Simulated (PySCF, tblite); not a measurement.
**C₇H₆FS radical: geometry, infrared bands and EPR parameters**

Aim: predict the infrared bands and EPR parameters of C₇H₆FS radical (`CC#CC[CH]C(F)=C=S`).

The runs use tblite 0.8.0 and PySCF 2.14.0, with density-fitted response routines of our own; the level of theory stands in each step. All values are computed, except where a source is named. Atoms count from 0, in the outputs and in this text.

## 1. Starting geometry

15 atoms, charge 0, multiplicity 2; geometry from: force field or distance geometry start.

Bonds of the start (Å): C0–C1 1.45, C1–C2 1.21, C2–C3 1.46, C3–C4 1.50, C4–C5 1.44, C5–F6 1.35, C5–C7 1.31, C7–S8 1.80, C0–H9 1.10, C0–H10 1.10, C0–H11 1.09, C3–H12 1.11, C3–H13 1.09, C4–H14 1.08.

## 2. Geometry optimisation with GFN2-xTB

The job: settings as JSON, then the geometry in Å.

```
{"job": {"kind": "relax", "xc": "GFN2-xTB", "basis": "xTB"}, "charge": 0, "multiplicity": 2}
C     -3.155700     0.652800     0.847100
C     -1.941200    -0.003400     0.399200
C     -0.917900    -0.554100     0.050700
C      0.303400    -1.206600    -0.406600
C      1.472100    -0.636700     0.331600
C      2.318700     0.336800    -0.303800
F      2.077200     0.658500    -1.593400
C      3.322500     0.907600     0.321500
S      4.696900     1.673000     1.186000
H     -3.744600     0.005300     1.518600
H     -3.799200     0.908700    -0.009700
H     -2.939100     1.576100     1.389800
H      0.243500    -2.284700    -0.167400
H      0.418600    -1.123000    -1.486600
H      1.640400    -0.902200     1.361500
```

On the command line:

```
$ OMP_NUM_THREADS=1 python probes_run.py task.json out
```

This one command runs all jobs of the session in turn.

Output:

```text
step      E/eV     max force
  0    -702.39687    7.586
  1    -703.22252    3.618
  2    -703.11977    6.314
  3    -703.45181    1.005
  4    -703.47711    0.897
  5    -703.49019    0.448
  6    -703.49796    0.250
  7    -703.50212    0.243
  8    -703.50636    0.135
  9    -703.50779    0.099
 10    -703.50889    0.067
 11    -703.50942    0.068
 12    -703.50980    0.058
 13    -703.51006    0.041
 14    -703.51027    0.037
 15    -703.51045    0.047
 16    -703.51066    0.055
 17    -703.51091    0.052
 18    -703.51120    0.041
 19    -703.51147    0.041
 20    -703.51167    0.035
 21    -703.51183    0.035
 22    -703.51197    0.033
 23    -703.51212    0.033
 24    -703.51226    0.033
 25    -703.51238    0.032
 26    -703.51249    0.033
 27    -703.51258    0.028
 28    -703.51270    0.028
 29    -703.51284    0.029
 30    -703.51298    0.039
 31    -703.51311    0.037
 32    -703.51324    0.029
 33    -703.51341    0.037
 34    -703.51363    0.042
 35    -703.51384    0.035
 36    -703.51402    0.031
 37    -703.51420    0.036
 38    -703.51443    0.043
 39    -703.51468    0.050
 40    -703.51486    0.036
 41    -703.51496    0.024
 42    -703.51505    0.029
 43    -703.51517    0.039
 44    -703.51531    0.040
 45    -703.51546    0.032
 46    -703.51565    0.035
 47    -703.51594    0.044
 48    -703.51636    0.067
 49    -703.51681    0.063
 50    -703.51709    0.039
 51    -703.51721    0.031
 52    -703.51733    0.030
 53    -703.51744    0.029
 54    -703.51768    0.020
 55    -703.51773    0.023
 56    -703.51780    0.024
 57    -703.51786    0.023
 58    -703.51797    0.024
 59    -703.51809    0.024
 60    -703.51818    0.022
 61    -703.51825    0.020
 62    -703.51830    0.023
 63    -703.51838    0.025
 64    -703.51845    0.022
 65    -703.51850    0.018
 66    -703.51854    0.017
 67    -703.51859    0.018
 68    -703.51866    0.021
 69    -703.51872    0.016
 70    -703.51876    0.015
 71    -703.51880    0.016
 72    -703.51885    0.022
 73    -703.51891    0.021
 74    -703.51896    0.013
 75    -703.51899    0.012
 76    -703.51901    0.011
 77    -703.51904    0.014
 78    -703.51908    0.016
 79    -703.51911    0.013
 80    -703.51912    0.009
```

Wall time 0.59 s (1 thread of Arm Neoverse V1, shared host).

Step by step: (not every step is listed) (the energy doesn't fall at every step)

```tsv
step	energy from step 0 (eV)	largest force (eV/Å)
0	0.0000	7.5861
1	-0.8256	3.6179
2	-0.7229	6.3137
3	-1.0549	1.0049
4	-1.0802	0.8970
5	-1.0933	0.4481
6	-1.1011	0.2497
7	-1.1052	0.2432
8	-1.1095	0.1354
14	-1.1134	0.0368
20	-1.1148	0.0352
26	-1.1156	0.0328
32	-1.1164	0.0290
38	-1.1176	0.0425
44	-1.1184	0.0404
50	-1.1202	0.0392
56	-1.1209	0.0240
62	-1.1214	0.0226
68	-1.1218	0.0214
74	-1.1221	0.0134
75	-1.1221	0.0123
76	-1.1221	0.0115
77	-1.1222	0.0143
78	-1.1222	0.0161
79	-1.1222	0.0128
80	-1.1223	0.0085
```

Close pairs (by a distance rule), those that changed most:

```tsv
bond	before (Å)	after (Å)	change (Å)
C7–S8	1.795	1.554	-0.241
C4–C5	1.438	1.368	-0.070
C5–C7	1.313	1.359	+0.045
C5–F6	1.351	1.366	+0.015
C1–C2	1.213	1.199	-0.015
C0–H9	1.103	1.090	-0.013
C0–H10	1.102	1.090	-0.012
C3–H12	1.106	1.097	-0.009
```

The end geometry stands in the next job.

## 3. Harmonic vibrations with GFN2-xTB

The job: settings as JSON, then the geometry in Å.

```
{"job": {"kind": "ir", "xc": "GFN2-xTB", "basis": "xTB"}, "charge": 0, "multiplicity": 2}
C     -3.148164     0.626060     0.903127
C     -1.937071    -0.006949     0.428137
C     -0.951469    -0.550656     0.016327
C      0.290031    -1.154672    -0.447509
C      1.435499    -0.545739     0.291049
C      2.395177     0.224755    -0.306773
F      2.400888     0.333801    -1.668146
C      3.347696     0.933109     0.354231
S      4.438171     1.644125     1.203553
H     -3.688215    -0.048735     1.566932
H     -3.790956     0.883316     0.061738
H     -2.899722     1.536963     1.447585
H      0.251530    -2.233143    -0.253042
H      0.396084    -0.995228    -1.523181
H      1.456107    -0.639018     1.364474
```

Output:

```text
mode    cm-1     km/mol
  1     -11.1      0.05
  2      -7.6      0.03
  3      25.0      1.11
  4      51.8      0.04
  5     123.6      1.56
  6     159.5      0.16
  7     198.7      1.39
  8     241.7      4.07
  9     263.9      3.66
 10     298.9      0.06
 11     377.3      3.83
 12     421.2      5.32
 13     486.1      5.41
 14     497.7      9.24
 15     699.4      9.31
 16     735.6     18.52
 17     786.8      2.80
 18     914.9     57.97
 19    1022.0      9.26
 20    1024.8     28.72
 21    1030.3     64.27
 22    1081.7     14.72
 23    1152.5      7.75
 24    1198.0     40.52
 25    1215.8     16.87
 26    1284.8     14.97
 27    1390.5      2.51
 28    1424.7      2.66
 29    1455.6      6.36
 30    1457.0      4.91
 31    1468.0     26.09
 32    1665.7    144.27
 33    2411.0     14.81
 34    2909.3     30.62
 35    2975.5     10.82
 36    3002.3     22.99
 37    3003.3     23.46
 38    3010.9     36.01
 39    3111.0     25.59
```

It took 0.57 s on 1 thread of Arm Neoverse V1, shared host.

Which atoms move in the most intense modes:

```tsv
cm⁻¹	km/mol	atoms
915	58.0	C3 25 %, H12 23 %, H13 17 %
1025	28.7	H9 31 %, H11 16 %, C0 14 %, C5 12 %
1030	64.3	C5 37 %
1198	40.5	C2 22 %, C1 21 %, H12 13 %, H13 13 %
1468	26.1	C4 54 %, C5 32 %
1666	144.3	C7 73 %, C5 20 %
2909	30.6	H12 93 %
3011	36.0	H10 50 %, H9 25 %, H11 23 %
```

## 4. EPR parameters: B3LYP/pcH-1

Settings changed since step 3:

```diff
@@ -1,2 +1,2 @@
-{"job": {"kind": "ir", "xc": "GFN2-xTB", "basis": "xTB"}, "charge": 0, "multiplicity": 2}
+{"job": {"kind": "epr", "basis": "pcH-1"}, "charge": 0, "multiplicity": 2}
 C     -3.148164     0.626060     0.903127
```

Level: UKS B3LYP, pcH-1 on C F H S, non-relativistic, mean-field spin-orbit, GIAO.

Output:

```text
UKS, coarse grid
  cycle   1  E = -768.18057756  |g| = 4.37e-01
  cycle   2  E = -768.09560893  |g| = 6.23e-01
  cycle   3  E = -768.24931481  |g| = 1.39e-01
  cycle   4  E = -768.25670315  |g| = 8.09e-02
  cycle   5  E = -768.25984392  |g| = 2.41e-02
  cycle   6  E = -768.26012693  |g| = 8.96e-03
  cycle   7  E = -768.26019403  |g| = 5.81e-03
  cycle   8  E = -768.26022558  |g| = 2.42e-03
  cycle   9  E = -768.26023973  |g| = 1.58e-03
  cycle  10  E = -768.26024152  |g| = 1.08e-03
  cycle  11  E = -768.26024379  |g| = 5.45e-04
UKS, final grid
  cycle   1  E = -768.26025082  |g| = 7.26e-04
  cycle   2  E = -768.26025092  |g| = 1.60e-03
  cycle   3  E = -768.26025245  |g| = 3.28e-04
  cycle   4  E = -768.26025295  |g| = 2.92e-04
  cycle   5  E = -768.26025584  |g| = 2.77e-04
  cycle   6  E = -768.26025661  |g| = 1.83e-04
  cycle   7  E = -768.26025749  |g| = 2.07e-04
  cycle   8  E = -768.26025830  |g| = 1.21e-04
  cycle   9  E = -768.26025841  |g| = 4.30e-05
  cycle  10  E = -768.26025842  |g| = 2.13e-05
  cycle  11  E = -768.26025842  |g| = 1.03e-05
E = -768.26025842 Eh   <S^2> = 0.7743 (exact 0.7500)
g shifts (ppm)      1          2          3
  rmc          -178       -178       -178
  gc             62          6         15
  oz_so     -116362       -733       3364
  total     -116474       -905       3204
hyperfine (MHz)  atom isotope    a_iso     a_fc   dipolar eigenvalues
    0   13C      -0.50      -0.50     -0.16     -0.06      0.21
    1   13C       3.77       3.77     -2.26     -1.21      3.48
    2   13C      37.11      37.11     -2.40     -1.32      3.72
    3   13C      -3.61      -3.61     -1.45     -0.38      1.83
    4   13C      49.35      49.35    -34.80    -33.84     68.64
    5   13C     -45.81     -45.81    -21.82      9.57     12.25
    6   19F     103.27     103.27    -95.89    -10.09    105.98
    7   13C      57.43      57.43    -49.77    -45.80     95.57
    8   33S       0.94       0.94    -37.32    -24.97     62.29
    9    1H      -0.10      -0.10     -0.40     -0.34      0.73
   10    1H       1.47       1.47     -0.40     -0.34      0.74
   11    1H       3.07       3.07     -0.51     -0.31      0.81
   12    1H      30.55      30.55     -2.79     -2.35      5.14
   13    1H       0.76       0.76     -2.32     -2.09      4.41
   14    1H     -24.66     -24.66    -12.89     -2.96     15.84
```

It took 1.9 min on 1 thread of Arm Neoverse V1, shared host; peak memory 0.97 GiB.

Principal g values 1.88584, 2.00141, 2.00552; g(iso) = 1.96426, against 2.00232 for a free electron. They are not to be trusted: the run shows a large g shift, which the driver flags as unsure.

Mean a(iso) over the nuclei that a row names, and the largest dipolar term of the row (other rows stand at the frozen geometry):

```tsv
nuclei	isotope	a(iso) (MHz)	a(iso) (G, at g = 2.0023)	largest dipolar term (MHz)
F6	19F	103.3	36.9	106.0
C7	13C	57.4	20.5	95.6
C4	13C	49.4	17.6	68.6
C5	13C	-45.8	-16.3	-21.8
C2	13C	37.1	13.2	3.7
H14	1H	-24.7	-8.8	15.8
H12, H13	1H	15.7	5.6	5.1
C1	13C	3.8	1.3	3.5
C3	13C	-3.6	-1.3	1.8
H9, H10, H11	1H	1.5	0.5	0.8
S8	33S	0.9	0.3	62.3
C0	13C	-0.5	-0.2	0.2
```

Mulliken spin populations:

C0 0.00; C1 0.02; C2 0.01; C3 -0.03; C4 0.42; C5 -0.14; F6 0.01; C7 0.48; S8 0.24; H9 0.00; H10 0.00; H11 0.00; H12 0.01; H13 0.00; H14 -0.02

Orbitals, density, ELF and potential are computed afterwards from the orbital file.

ELF in a plane through or near 7 of the atoms.

Ten even steps from '0' (0.00) to '9' (1.00):
```
0000000000000000000000000000
0000000000000000000000000000
0000000000000000000000000000
0000000000000000000000000000
0000000000012210000000000000
0000000000036630132000000000
0000000000046344554100000000
0000000123374294686200000000
0000001468678686386411100000
0000024766856156872846300000
0001146884875037827627510000
0024466364343005545425400000
0147778242011002203995100000
0158542862000000007997100000
0158361741000000007997100000
0037878741000000001661000000
0015788630000000000000000000
0001355310000000000000000000
0000011000000000000000000000
0000000000000000000000000000
```
The map spans 13.7 Å across and 9.7 Å up, centred on the molecule. Atoms in the plane (x, y in Å): C0 (3.2, -0.6), C1 (1.9, 0.0), C2 (0.9, 0.6), C5 (-2.4, -0.1), C7 (-3.3, -1.1), S8 (-4.3, -2.3), H11 (3.0, -1.7).

On the surface of density 0.002 e/bohr³ the electrostatic potential runs, from the 1st to the 99th percentile, from -0.76 V near F6 to 1.00 V near H14.

The spin density lies nearest to C7 32 %; C4 24 %; S8 24 %; C5 9 % (both signs).

## 5. What came out

| quantity | value |
| --- | --- |
| strongest single infrared mode (GFN2-xTB) | 1666 cm⁻¹, 144 km/mol |
| zero-point energy (GFN2-xTB) | 63.7 kcal/mol |
| g(iso) (B3LYP) | 1.96426 |
| ⟨S²⟩ | 0.774 (exact 0.75) |
| largest a(iso) (averaged by class) | 19F on F6, 103.3 MHz |
| surface potential, 1st and 99th percentile | -0.76 V and 1.00 V |
| property runs in this session | 1, of which 0 failed and 1 gave unsound results |

Over 80 steps the energy fell by 1.122 eV; of the close pairs, C7–S8 changed most, 1.795 to 1.554 Å. The lowest mode is slightly imaginary (11i cm⁻¹), a soft motion within the noise of the Hessian, so the minimum is not strictly shown. The strongest single mode, at 1666 cm⁻¹, moves mainly C7. Unscaled tight-binding wavenumbers are off by several per cent, some by more. Its intensities can rank the bands wrongly. The largest spin populations lie on C7 (0.48 e), C4 (0.42 e). The isotropic g lies 38.1 ppt below the free-electron value. These values are not to be trusted: the run shows a large g shift, which the driver flags as unsure.
